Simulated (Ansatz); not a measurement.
# Ba2Ir: the cost of one run

Program: Ansatz 0.2.0. Level of theory: DFT PBE, scalar-relativistic, plane waves, PAW. These are calculated values, not measurements.

1 further run of the same task is left out (it didn't finish).

## (1) The system as given

It takes space group I4_1/amd (No. 141, tetragonal). Conventional cell: a = 5.284 Å, b = 5.284 Å, c = 13.282 Å, α = 90.00°, β = 90.00°, γ = 90.00°. Ba (site symmetry 2mm) has 3 Ir at 2.70 to 2.74 Å as nearest neighbours. Around Ir (site symmetry -4m2) lie 6 Ba at 2.70 to 2.74 Å.

Coordinates:

```xyz
6
Lattice="-2.6420 2.6420 6.6409 2.6420 -2.6420 6.6409 2.6420 2.6420 -6.6409" Properties=species:S:1:pos:R:3 pbc="T T T"
Ba    0.0000    0.0000    2.7440
Ba    0.0000    2.6420    6.0645
Ba    0.0000    2.6420    0.5764
Ba    0.0000    0.0000   10.5378
Ir    0.0000    0.0000    0.0000
Ir    0.0000    2.6420    3.3205
```

This is candidate A: anti-anatase type (I4_1/amd, No. 141).

(A quick probe on a coarse mesh, which set the mesh and smearing, is not shown.)

## (3) Rough relaxation on the coarse mesh (candidate A)

Contents of input.yaml:

```yaml
crystal:
  lattice:
    - [-2.6419909408, 2.6419909408, 6.6409251811]
    - [2.6419909408, -2.6419909408, 6.6409251811]
    - [2.6419909408, 2.6419909408, -6.6409251811]
  atoms:
    - { symbol: Ba, position: [0.2066, 0.2066, 0.0] }
    - { symbol: Ba, position: [0.9566, 0.4566, 0.5] }
    - { symbol: Ba, position: [0.5434, 0.0434, 0.5] }
    - { symbol: Ba, position: [0.7934, 0.7934, 0.0] }
    - { symbol: Ir, position: [0.0, 0.0, 0.0] }
    - { symbol: Ir, position: [0.75, 0.25, 0.5] }
basis:
  ecutwfc: 420
kpoints:
  mp_grid: { grid: [6, 6, 6] }
hamiltonian:
  xc: pbe
scf:
  occupations: { method: gaussian, width: 0.1 }
  lower_state_search: "off"
output:
  forces: true
  stress: true
  eigenvalues: true
relax:
  adjacent_minimum: "off"
  f_tol: 0.04
  max_steps: 70
  cell: { stress_tol: 0.4 }
```

Run with:

```sh
$ ansatz run input.yaml --threads 1 --pin off --max-ram 2560MiB --backend cpu --events-out ev --progress --plain --runs-dir out
```

Q: Estimate wall time and peak memory on 1 thread of Arm Neoverse V2, shared host.

About 3.2 min, with a peak of 0.64 GiB.
